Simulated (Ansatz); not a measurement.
# C₄H₁₀Cl₂GaN: basis-set convergence

Aim: see how fast density functionals converge with the basis set for C₄H₁₀Cl₂GaN.

Method: one geometry, several basis sets; program: Ansatz 0.2.0, Gaussian basis.

Plan: PBE0-D4/def2-SVP; ωB97M-V/def2-SVP; PBE0-D4/def2-QZVPP; ωB97M-V/def2-QZVPP; the functionals' def2-TZVPP values are taken from earlier runs.

## 1. The geometry

All runs share one geometry, relaxed beforehand with PBE0-D4 in a triple-zeta def2 set.

SMILES `CC[N](CC)[Ga]([Cl])[Cl]`, 18 atoms, charge 0, spin multiplicity 1.

Atoms are counted from 1 here; the program's logs count them from 0.

Bond lengths: C1–C2 1.520 Å, C1–H9 1.092 Å, C1–H10 1.093 Å, C1–H11 1.093 Å, C2–N3 1.452 Å, C2–H12 1.094 Å, C2–H13 1.097 Å, N3–C4 1.452 Å, N3–Ga6 1.797 Å, C4–C5 1.520 Å, C4–H14 1.097 Å, C4–H15 1.094 Å, C5–H16 1.093 Å, C5–H17 1.093 Å, C5–H18 1.092 Å, Ga6–Cl7 2.129 Å, Ga6–Cl8 2.129 Å. Angles: C2–C1–H9 111.7°, C2–C1–H10 110.5°, C2–C1–H11 110.6°, H9–C1–H10 108.0°, H9–C1–H11 107.7°, H10–C1–H11 108.2°, C1–C2–N3 113.5°, C1–C2–H12 109.1°, C1–C2–H13 109.8°, N3–C2–H12 108.9°, N3–C2–H13 109.3°, H12–C2–H13 105.9°, C2–N3–C4 116.5°, C2–N3–Ga6 121.8°, C4–N3–Ga6 121.8°, N3–C4–C5 113.6°, N3–C4–H14 109.3°, N3–C4–H15 108.9° and more.

## 2. PBE0-D4 in def2-SVP

File in.yaml:

```yaml
crystal:
  periodic: [false, false, false]
  atoms:
    - {symbol: C, position_ang: [0.269025, -1.387548, -1.770385]}
    - {symbol: C, position_ang: [-0.140662, -0.016583, -1.256872]}
    - {symbol: N, position_ang: [0.388226, 0.291455, 0.059770]}
    - {symbol: C, position_ang: [-0.295113, -0.313235, 1.189138]}
    - {symbol: C, position_ang: [-1.586958, 0.393529, 1.566793]}
    - {symbol: Ga, position_ang: [1.811614, 1.366578, 0.279987]}
    - {symbol: Cl, position_ang: [2.589807, 1.751404, 2.223529]}
    - {symbol: Cl, position_ang: [2.751463, 2.280527, -1.397030]}
    - {symbol: H, position_ang: [-0.047013, -2.183405, -1.092364]}
    - {symbol: H, position_ang: [1.354532, -1.447239, -1.879129]}
    - {symbol: H, position_ang: [-0.183196, -1.582928, -2.746074]}
    - {symbol: H, position_ang: [0.199232, 0.746536, -1.962638]}
    - {symbol: H, position_ang: [-1.235109, 0.059420, -1.234838]}
    - {symbol: H, position_ang: [-0.500809, -1.367720, 0.966065]}
    - {symbol: H, position_ang: [0.377755, -0.314479, 2.051251]}
    - {symbol: H, position_ang: [-2.078294, -0.121694, 2.396126]}
    - {symbol: H, position_ang: [-1.384874, 1.421918, 1.875555]}
    - {symbol: H, position_ang: [-2.289636, 0.423445, 0.731124]}
basis:
  gaussian: {orbitals: def2-SVP}
hamiltonian: {xc: pbe0, dispersion: d4}
output: {orbitals: {seedname: orbitals}}
```

Started as:

```sh
ansatz run in.yaml --threads 4 --pin off --events-out ev --progress --plain --max-ram 41984MiB --backend cpu
```

Further steps of the session: ωB97M-V in def2-SVP; PBE0-D4 in def2-QZVPP; ωB97M-V in def2-QZVPP.

Q: Predict the results of all the runs planned. Wanted: PBE0-D4: double and triple zeta above quadruple; ωB97M-V: double and triple zeta above quadruple.

As calculated:

```
                                       quantity           value
PBE0-D4: double and triple zeta above quadruple  23.82, 2.25 eV
ωB97M-V: double and triple zeta above quadruple  23.95, 2.17 eV
```

What this shows: For PBE0-D4 the step from double to triple zeta gains 21.58 eV and the next only 2.25 eV. Total energies overstate the basis error of differences, where much of it tends to cancel. The LUMO of ωB97M-V is positive and keeps falling with the basis (1.26 to 0.70 eV): an unbound level that the basis holds in place.
